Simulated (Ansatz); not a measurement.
# SnO2: an axial (c/a) deformation path

An exercise on one series of results from a longer session: the logs are not shown, and one member is left open.

Program: Ansatz 0.2.0. Level of theory: DFT LDA, scalar-relativistic, plane waves, PAW. These are calculated values, not measurements.

## The system as given

It takes space group R-3m (No. 166, trigonal). Conventional cell: a = 3.234 Å, b = 3.234 Å, c = 14.402 Å, α = 90.00°, β = 90.00°, γ = 120.00°. Around Sn (site symmetry -3m) lie 6 O at 2.13 Å. O (site symmetry 3m) is surrounded by 3 Sn at 2.13 Å.

Coordinates:

```cif
data_structure
_symmetry_space_group_name_H-M 'P 1'
_symmetry_Int_Tables_number 1
_cell_length_a 5.1510
_cell_length_b 5.1510
_cell_length_c 5.1510
_cell_angle_alpha 36.594
_cell_angle_beta 36.594
_cell_angle_gamma 36.594
_cell_volume 43.49
loop_
_atom_site_label
_atom_site_type_symbol
_atom_site_fract_x
_atom_site_fract_y
_atom_site_fract_z
_atom_site_occupancy
Sn1 Sn 0.50000 0.50000 0.50000 1
O1 O 0.23717 0.23717 0.23717 1
O2 O 0.76283 0.76283 0.76283 1
```

It goes back to an entry of the Materials Project, which need not be the stable form.

The cell is taken as given, not relaxed at this level.

The first run:

Contents of input.yaml:

```yaml
crystal:
  lattice:
    - [1.6170930752, 0.9336291223, 4.800592584]
    - [-1.6170930752, 0.9336291223, 4.800592584]
    - [0.0, -1.8672582446, 4.800592584]
  atoms:
    - { symbol: Sn, position: [0.5, 0.5, 0.5] }
    - { symbol: O, position: [0.23717, 0.23717, 0.23717] }
    - { symbol: O, position: [0.76283, 0.76283, 0.76283] }
basis:
  ecutwfc: 420
kpoints:
  mp_grid: { grid: [12, 12, 12] }
hamiltonian:
  xc: lda
scf:
  occupations: { method: gaussian, width: 0.05 }
output:
  forces: true
  stress: true
  eigenvalues: true
```

The run is started by

```bash
ansatz run input.yaml --threads 1 --pin off --max-ram 2560MiB --backend cpu --events-out ev --progress --plain --runs-dir out
```

Among the steps run: The reference: the undisturbed cell on the scan's mesh; Point ρ = 0.850; ρ = 1.200; At ρ = 0.920; Point ρ = 1.100; Point ρ = 0.960; Point ρ = 1.050; ρ = 0.800; Point ρ = 1.300.

One of the session's tables, all rows but one given; the rest of the session is left out.

Collected from the runs (energy zero: the undisturbed cell):

```
    ρ  ΔE (meV/atom)  pressure (GPa)  gap on the mesh (eV)
0.800          167.7           -20.3                  0.17
0.850          101.3           -17.6                  0.60
0.920              ?               ?                     ?
0.960           11.9           -11.4                  1.49
1.000            0.0            -9.1                  1.77
1.050            0.3            -6.4                  2.09
1.100           17.0            -3.8                  2.36
1.200           96.2             1.1                  2.79
1.300          231.2             5.6                  2.93
```

Estimate the missing values for ρ = 0.920.

Worked estimate for «ΔE (meV/atom)». A straight line through the neighbours (0.850, 101.3) and (0.960, 11.9) gives 101.3 + (11.9 − 101.3) × (0.920 − 0.850) / (0.960 − 0.850) = 44.4; a parabola fitted to 4 rows on both sides gives 35.3.

As computed: ΔE (meV/atom): 34.8; pressure (GPa): -13.6; gap on the mesh (eV): 1.18. In «ΔE (meV/atom)» the line misses by +9.6 and the parabola by +0.5.
